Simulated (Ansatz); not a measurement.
# C₂H₈BN: one species, many methods

How much do the methods differ for C₂H₈BN? The plan is to run it at one geometry with functionals of several rungs and with coupled cluster, and see how far each lands from CCSD(T) at the basis-set limit for the atomisation energy.

The runs use Ansatz 0.2.0, Gaussian basis; functionals in def2-TZVPP, the program's frozen cores in correlated methods.

The runs, in order: LDA (SPW92), PBE-D4, revPBE-D4, BLYP-D4, r2SCAN-D4, B97M-V, PBE0-D4, B3LYP-D4, r2SCANh-D4, r2SCAN0-D4, HSE06-D4, BHLYP-D4, CAM-B3LYP-D4, LC-ωPBE, ωB97X-V, ωB97M-V, B2PLYP, PBE-QIDH; CCSD(T)/def2-SVP; CCSD(T)/def2-TZVPP; MP2/def2-QZVPP; extrapolation to the limit; RPA on PBE.

## (1) The geometry

An earlier PBE0-D4 in a triple-zeta def2 set relaxation fixed the geometry.

SMILES `BCCN`, 12 atoms, charge 0, spin multiplicity 1.

Atoms are counted from 1 here; the program's logs count them from 0.

Bond lengths: B1–C2 1.550 Å, B1–H5 1.198 Å, B1–H6 1.200 Å, C2–C3 1.526 Å, C2–H7 1.098 Å, C2–H8 1.109 Å, C3–N4 1.453 Å, C3–H9 1.095 Å, C3–H10 1.095 Å, N4–H11 1.013 Å, N4–H12 1.013 Å. Angles: C2–B1–H5 120.3°, C2–B1–H6 121.3°, H5–B1–H6 118.3°, B1–C2–C3 118.2°, B1–C2–H7 111.5°, B1–C2–H8 101.7°, C3–C2–H7 111.3°, C3–C2–H8 109.3°, H7–C2–H8 103.2°, C2–C3–N4 116.8°, C2–C3–H9 109.1°, C2–C3–H10 109.2°, N4–C3–H9 108.0°, N4–C3–H10 107.5°, H9–C3–H10 105.6°, C3–N4–H11 110.4°, C3–N4–H12 110.4°, H11–N4–H12 106.5°.

Geometry (Å):

```xyz
12
C2H8BN
B    -0.88258    1.69284   -0.19993
C    -0.55942    0.17778   -0.24811
C     0.81722   -0.28165    0.22451
N     1.03927   -1.71563    0.29689
H    -1.85155    2.12184   -0.75901
H    -0.20908    2.45440    0.43717
H    -0.81148   -0.25732   -1.22429
H    -1.33680   -0.24026    0.42327
H     1.01713    0.14237    1.21365
H     1.58335    0.13781   -0.43542
H     0.90579   -2.14055   -0.61317
H     0.36505   -2.14684    0.91844
```

## (2) LDA

This LDA is Slater exchange with PW92 correlation.

in.yaml

```yaml
crystal:
  periodic: [false, false, false]
  atoms:
    - {symbol: B, position_ang: [-0.882580, 1.692845, -0.199931]}
    - {symbol: C, position_ang: [-0.559417, 0.177784, -0.248113]}
    - {symbol: C, position_ang: [0.817221, -0.281653, 0.224507]}
    - {symbol: N, position_ang: [1.039275, -1.715633, 0.296894]}
    - {symbol: H, position_ang: [-1.851554, 2.121842, -0.759010]}
    - {symbol: H, position_ang: [-0.209084, 2.454402, 0.437175]}
    - {symbol: H, position_ang: [-0.811478, -0.257319, -1.224295]}
    - {symbol: H, position_ang: [-1.336804, -0.240263, 0.423271]}
    - {symbol: H, position_ang: [1.017135, 0.142372, 1.213646]}
    - {symbol: H, position_ang: [1.583350, 0.137808, -0.435418]}
    - {symbol: H, position_ang: [0.905792, -2.140549, -0.613166]}
    - {symbol: H, position_ang: [0.365045, -2.146837, 0.918441]}
basis:
  gaussian: {orbitals: def2-TZVPP}
hamiltonian: {xc: lda}
output: {orbitals: {seedname: orbitals}}
```

On the command line:

```sh
$ ansatz run in.yaml --threads 2 --pin off --events-out ev --progress --plain --max-ram 4352MiB
```

After this run come: PBE-D4 (GGA); revPBE-D4 (GGA); BLYP-D4 (GGA); r2SCAN-D4 (meta-GGA); B97M-V (meta-GGA); B3LYP-D4 (hybrid); r2SCANh-D4 (hybrid); r2SCAN0-D4 (hybrid); HSE06-D4 (hybrid); BHLYP-D4 (hybrid); CAM-B3LYP-D4 (range-separated); LC-ωPBE (range-separated); ωB97X-V (range-separated); ωB97M-V (range-separated); B2PLYP (double hybrid); PBE-QIDH (double hybrid); CCSD(T) in def2-SVP; CCSD(T) in def2-TZVPP; MP2 in def2-QZVPP; RPA on PBE orbitals.

**Question.** What will the summary of the whole plan be? Wanted: atomisation energy, CCSD(T)/CBS; farthest beyond LDA; mean size of error, GGA; mean size of error, meta-GGA; mean size of error, hybrid; mean size of error, range-separated; mean size of error, double hybrid; gap, smallest and largest; T1 diagnostic.

The runs gave:

```
                               quantity                                                                 value
        atomisation energy, CCSD(T)/CBS                                                         4375.3 kJ/mol
 functionals within 21.9 kJ/mol (0.5 %)  revPBE-D4, BLYP-D4, r2SCAN-D4, B97M-V, r2SCANh-D4, LC-ωPBE, PBE-QIDH
                    farthest beyond LDA                                                 PBE-D4 (+87.2 kJ/mol)
                mean size of error, GGA                                                           35.3 kJ/mol
           mean size of error, meta-GGA                                                           15.3 kJ/mol
             mean size of error, hybrid                                                           33.7 kJ/mol
    mean size of error, range-separated                                                           27.6 kJ/mol
      mean size of error, double hybrid                                                           15.8 kJ/mol
              gap, smallest and largest                             2.82 eV (LDA (SPW92)), 10.63 eV (LC-ωPBE)
                          T1 diagnostic                                                                0.0093
triples share of the correlation energy                                                                 3.6 %
```

**Reading.** The LDA atomisation energy is off by 596.1 kJ/mol (14 %): it overbinds. PBE-D4 misses by +87.2 kJ/mol. Double hybrids carry the basis error of their MP2 part in triple zeta, and no dispersion term here, so their miss is partly the set-up's. The rungs meta-GGA, double hybrid miss on average by less than the doubt on the reference (21.9 kJ/mol), so they tie. Misses under about 21.9 kJ/mol are within the doubt on the reference itself, which lacks core-valence correlation, relativity and higher excitations. Hartree-Fock recovers 75 % of the binding; the rest is correlation. CCSD(T) in def2-SVP is off by -201.2 kJ/mol, which most functionals beat. Orbital gaps span 2.8 to 10.6 eV; exact exchange widens them.
